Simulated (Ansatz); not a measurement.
# CH5BF2Si: the cost of one run

Computed with Ansatz 0.2.0, driven from Python. The levels of theory stand in the script.

## (1) The system

Bond lengths: C1–Si2 1.843 Å, Si2–B3 1.948 Å, B3–F4 1.442 Å, B3–F5 1.440 Å, C1–H6 1.075 Å, C1–H7 1.157 Å, C1–H8 1.070 Å, Si2–H9 1.514 Å, Si2–H10 1.478 Å. Angles (14 of 15 angles, heavy atoms first): C1–Si2–B3 109.6°, Si2–B3–F4 120.6°, Si2–B3–F5 120.3°, F4–B3–F5 118.7°, C1–Si2–H9 110.6°, C1–Si2–H10 107.7°, B3–Si2–H9 110.1°, B3–Si2–H10 110.9°, Si2–C1–H6 111.8°, Si2–C1–H7 106.5°, Si2–C1–H8 109.8°, H9–Si2–H10 107.9°, H6–C1–H7 106.5°, H6–C1–H8 114.2°.

No structure file is read: the coordinates are typed or built in the script.

## (2) The script

ch5bf2si_methods.py reads:

```python
"""One geometry of CH5BF2Si, method by method."""

from pathlib import Path

import ansatz as az
import numpy as np

ch5bf2si = (
    az.Crystal.molecule()
    .atom("C", (-1.0708, -0.8573, 0.4894))
    .atom("Si", (0.5033, 0.0994, 0.5343))
    .atom("B", (0.8272, 0.9068, -1.2087))
    .atom("F", (1.0391, 0.0822, -2.3729))
    .atom("F", (1.0099, 2.33, -1.3272))
    .atom("H", (-1.0701, -1.5911, -0.2963))
    .atom("H", (-1.9077, -0.1005, 0.2315))
    .atom("H", (-1.2807, -1.2541, 1.4608))
    .atom("H", (0.4445, 1.1716, 1.602))
    .atom("H", (1.5885, -0.8382, 0.8901))
)

base = ch5bf2si.calculation().basis(gaussian="cc-pVDZ")

print("functional    E (Ha)        dipole (D)   HOMO (eV)  LUMO (eV)")
for name in ["pbe0", "lc_wpbe", "lda", "hf", "cam_b3lyp"]:
    rep = base.functional(name).forces().orbitals().run(runs_dir="runs").report
    lines = Path(rep["orbitals_path"]).read_text().splitlines()
    field_of = lambda key: [line.split("=")[1].strip() for line in lines if line.startswith(key)]
    orbitals = [(27.211386 * float(e), s, float(n)) for e, s, n in zip(field_of("Ene="), field_of("Spin="), field_of("Occup="))]
    homo = max(e for e, _, n in orbitals if n > 0.5)
    lumo = min(e for e, _, n in orbitals if n < 0.5)
    dipole = 4.803205 * np.linalg.norm(rep["charge_distribution"]["dipole_moment_e_ang"])
    print(f"{name:10s} {rep['free_energy_ev'] / 27.211386246:14.6f} {dipole:9.3f} {homo:11.3f} {lumo:10.3f}")
```

## (3) Launch

Launch:

```sh
> python ch5bf2si_methods.py
```

**Question.** How long does this script take on 1 thread of Arm Neoverse V2, shared host, and how much memory does it need?

About 15 s, with a peak of 0.28 GiB.
